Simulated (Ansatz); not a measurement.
**BFH₄OSi: how energies converge with the basis set**

An exercise on one series of results from a longer session: the logs are not shown, and one member is left open.

Program: Ansatz 0.2.0, Gaussian basis. Level of theory: one geometry, several basis sets. These are calculated values, not measurements.

The runs, in order: PBE0-D4/def2-SVP; ωB97M-V/def2-SVP; PBE0-D4/def2-QZVPP; ωB97M-V/def2-QZVPP; CCSD(T)/cc-pV(D+d)Z; CCSD(T)/cc-pV(T+d)Z; CCSD(T)/cc-pV(Q+d)Z; the functionals' def2-TZVPP values are taken from earlier runs.

## Structure used throughout

The geometry comes from an earlier relaxation with PBE0-D4 in a triple-zeta def2 set; it is a stationary point, not always the lowest conformer.

SMILES `FBO[SiH3]`, 8 atoms, charge 0, spin multiplicity 1.

Atoms are counted from 1 here; the program's logs count them from 0.

Bond lengths: F1–B2 1.324 Å, B2–O3 1.342 Å, B2–H5 1.198 Å, O3–Si4 1.655 Å, Si4–H6 1.481 Å, Si4–H7 1.485 Å, Si4–H8 1.481 Å. Angles: F1–B2–O3 118.3°, F1–B2–H5 118.6°, O3–B2–H5 123.1°, B2–O3–Si4 134.0°, O3–Si4–H6 108.0°, O3–Si4–H7 110.1°, O3–Si4–H8 108.0°, H6–Si4–H7 110.3°, H6–Si4–H8 110.2°, H7–Si4–H8 110.3°.

The first run:

in.yaml reads:

```yaml
crystal:
  periodic: [false, false, false]
  atoms:
    - {symbol: F, position_ang: [-1.599390, -1.699161, 1.426067]}
    - {symbol: B, position_ang: [-0.685357, -0.787650, 1.132975]}
    - {symbol: O, position_ang: [-0.487466, -0.477079, -0.157613]}
    - {symbol: Si, position_ang: [0.521000, 0.572777, -0.945448]}
    - {symbol: H, position_ang: [-0.075329, -0.278522, 2.029773]}
    - {symbol: H, position_ang: [-0.317111, 1.531029, -1.702391]}
    - {symbol: H, position_ang: [1.370707, 1.295658, 0.034572]}
    - {symbol: H, position_ang: [1.365045, -0.214251, -1.873734]}
basis:
  gaussian: {orbitals: def2-SVP}
hamiltonian: {xc: pbe0, dispersion: d4}
output: {orbitals: {seedname: orbitals}}
```

Started as:

```console
> ansatz run in.yaml --threads 2 --pin off --events-out ev --progress --plain --max-ram 32768MiB --backend cpu
```

Steps of the session up to this table: PBE0-D4 in def2-SVP; ωB97M-V in def2-SVP; PBE0-D4 in def2-QZVPP; ωB97M-V in def2-QZVPP.

One of the session's tables, all rows but one given; the rest of the session is left out.

It belongs to the step «Functionals by basis». 

| functional | basis | HOMO (eV) | LUMO (eV) |
| --- | --- | --- | --- |
| PBE0-D4 | def2-SVP | -9.37 | 0.45 |
| PBE0-D4 | def2-TZVPP | ? | ? |
| PBE0-D4 | def2-QZVPP | -9.46 | -0.13 |
| ωB97M-V | def2-SVP | -11.67 | 2.50 |
| ωB97M-V | def2-TZVPP | -11.79 | 1.69 |
| ωB97M-V | def2-QZVPP | -11.80 | 1.30 |

Estimate the missing values for PBE0-D4, def2-TZVPP.

The run gave: HOMO (eV): -9.44; LUMO (eV): 0.02. In the column «HOMO (eV)» it lies between PBE0-D4, def2-QZVPP (-9.46) and PBE0-D4, def2-SVP (-9.37).
